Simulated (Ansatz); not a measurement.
MgGe2:

```
CELL_PARAMETERS angstrom
5.52149 -1.84985 0.00000
5.52149 1.84985 0.00000
-3.21762 0.00000 6.00777
ATOMIC_POSITIONS crystal
Ge 0.52923 0.52923 0.29362
Ge 0.47077 0.47077 0.70638
Ge 0.88039 0.88039 0.98544
Ge 0.11961 0.11961 0.01456
Mg 0.81529 0.81529 0.34925
Mg 0.18471 0.18471 0.65075
```

The cell comes from a database or a generator and needn't be the stable form of this composition.

Base run:

* Program: Ansatz 0.2.0
* Functional: r2SCAN
* Potentials or basis: Ansatz PAW
* Cutoff: 500 eV (not typed: the program's choice for these potentials)
* k mesh: 8 × 8 × 5
* Occupations: fermi-dirac, width 0.05 eV
* Spin: no spin polarisation

Its results: band gap on the k mesh none (metal or under the smearing width); pressure -2.4 GPa; largest force 0.410 eV/Å.

Q: The run is repeated on the same cell with these changes: functional from r2SCAN to LDA; cutoff from 500 eV (not typed: the program's choice for these potentials) to 420 eV (not typed: the program's choice for these potentials). What comes out?

A: Band gap on the k mesh none (metal or under the smearing width); pressure -4.3 GPa; largest force 0.246 eV/Å.

Caveats: the PAW data sets come from PBE, with cores solved anew for the run's functional, which leaves a small shift of forces and pressure.
